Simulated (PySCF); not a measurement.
# C3H6BClS: the cost of one run

The runs use PySCF 2.14.0, with density-fitted response routines of our own; the level of theory stands in each step. All values are computed, except where a source is named. Atoms count from 0, in the outputs and in this text.

## 1. Starting geometry

12 atoms, charge 0, multiplicity 1; geometry from: GFN2-xTB. The atoms were then displaced at random by about 0.01 Å, so the start is not that level's minimum.

Bonds of the start (Å): C0–C1 1.37, C1–Cl2 1.75, C1–B3 1.51, B3–S4 1.78, S4–C5 1.83, C0–H6 1.07, C0–H7 1.05, B3–H8 1.19, C5–H9 1.09, C5–H10 1.09, C5–H11 1.07.

## 2. Geometry optimisation at PBE0-D3(BJ)/def2-SVP

Job settings and geometry (Å):

```
{"job": {"xc": "PBE0", "basis": "def2-SVP", "d3": "d3bj", "grid": 1, "shake": 0.01, "kind": "geom"}, "charge": 0, "multiplicity": 1}
C      2.517810    -0.203980     0.382060
C      1.576410     0.766330     0.182800
Cl     2.143620     2.395290    -0.106990
B      0.074920     0.581240     0.177650
S     -0.620160    -1.027390     0.492430
C     -2.425910    -0.736620     0.379300
H      3.566160     0.015560     0.363270
H      2.199540    -1.187700     0.554170
H     -0.689640     1.471850    -0.011190
H     -2.910810    -1.685220     0.625210
H     -2.727840     0.016640     1.103930
H     -2.664410    -0.434270    -0.622220
```

On the command line:

```sh
> OMP_NUM_THREADS=1 python probes_run.py task.json out
```

The driver reads the jobs from task.json and runs them one after another.

**Question.** How long does this first job take on 1 thread of Arm Neoverse V2, shared host, and how much memory does it need?

About 64 s, with a peak of 0.51 GiB.
